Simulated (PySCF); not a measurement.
**OsO3F2: other functionals and bases at one geometry**

One table from this session's results is given with a row withheld; the runs are named, their logs left out.

Method: several levels, as the steps say, no spin–orbit coupling; program: PySCF 2.14.0.

2 further runs of the same task are left out: 2 for a known fault of the program.

### Where the work starts

6 atoms, charge 0, spin multiplicity 1.

Bond lengths: Os1–O2 1.704 Å, Os1–O3 1.704 Å, Os1–O4 1.704 Å, Os1–F5 1.886 Å, Os1–F6 1.886 Å. Angles: O2–Os1–O3 119.9°, O2–Os1–O4 120.1°, O2–Os1–F5 90.0°, O2–Os1–F6 90.0°, O3–Os1–O4 120.1°, O3–Os1–F5 90.0°, O3–Os1–F6 90.0°, O4–Os1–F5 90.0°, O4–Os1–F6 90.0°, F5–Os1–F6 179.9°.

Coordinates:

```xyz
6

Os   -0.0056    0.0000    0.0000
O    -0.8590    0.0000    1.4744
O    -0.8590    0.0000   -1.4744
O     1.6981    0.0000    0.0000
F    -0.0047    1.8861    0.0000
F    -0.0047   -1.8861    0.0000
```

Formal oxidation states: Os +8. An earlier session relaxed this geometry at B3LYP, Os def2-SVP with ECP60, O def2-SVP, F def2-SVP (singlet, point group D3h).

At B3LYP on the finer grid: E = -515.711056 Eh, HOMO -11.08 eV, LUMO -6.16 eV, Mulliken charge on Os1 +1.42 e, largest force component 0.015 eV/Å. 

Levels to run: revPBE; TPSSh; BLYP; CAM-B3LYP; B3LYP, TZVP; B3LYP, x2c-SVP. Hardware: 2 threads of Intel Xeon Platinum 8259CL at 2.50GHz (Skylake/Cascade Lake), shared host.

Set-up of the first run:

The input, run.py (the lines that set the calculation):

```python
mol = gto.M(atom='''
Os    -0.00558     0.00000     0.00000
O     -0.85905     0.00000     1.47439
O     -0.85905     0.00000    -1.47439
O      1.69811     0.00000     0.00000
F     -0.00473     1.88609     0.00000
F     -0.00473    -1.88609     0.00000''',
    basis={'Os': 'def2-SVP', 'O': 'def2-SVP', 'F': 'def2-SVP'},
    ecp={'Os': 'def2-SVP'},
    charge=0, spin=0)
mf = dft.RKS(mol, xc='PBE_R,PBE')
mf.grids.atom_grid = (75, 302)
mf = mf.density_fit()  # fitting sets: Os def2-universal-JKFIT, O def2-universal-JKFIT, F def2-universal-JKFIT
mf.conv_tol = 1e-08; mf.max_cycle = 55
mf.kernel(dm0)  # dm0: the density of the relaxed state
```

Started as:

```sh
OMP_NUM_THREADS=2 python run.py
```

Steps of the session up to this table: revPBE; TPSSh; BLYP; CAM-B3LYP; B3LYP, TZVP; B3LYP, x2c-SVP.

One table of the session follows, with a row left open; its other results are not shown here.

| level | HOMO (eV) | gap (eV) | charge on Os1 (e) | largest force component (eV/Å) |
| --- | --- | --- | --- | --- |
| B3LYP (relaxed here) | -11.08 | 4.91 | 1.42 | 0.02 |
| revPBE | -9.43 | 3.11 | 1.28 | 1.22 |
| TPSSh | -10.41 | 4.10 | 1.44 | 0.22 |
| BLYP | ? | ? | ? | ? |
| CAM-B3LYP | -12.68 | 7.74 | 1.42 | 1.10 |
| B3LYP, TZVP | -11.12 | 4.94 | 1.64 | 0.27 |
| B3LYP, x2c-SVP | -11.20 | 4.71 | 1.13 | 0.78 |

**Question.** Estimate the row for BLYP.

As computed: HOMO (eV): -9.35; gap (eV): 3.09; charge on Os1 (e): 1.24; largest force component (eV/Å): 1.64. In the column «HOMO (eV)» it is the highest.

In one basis the HOMO–LUMO gap runs from 3.09 eV (BLYP) to 7.74 eV (CAM-B3LYP). The largest leftover force, 1.64 eV/Å with BLYP, stands at a geometry relaxed at another level. Total energies of different levels can't be compared.
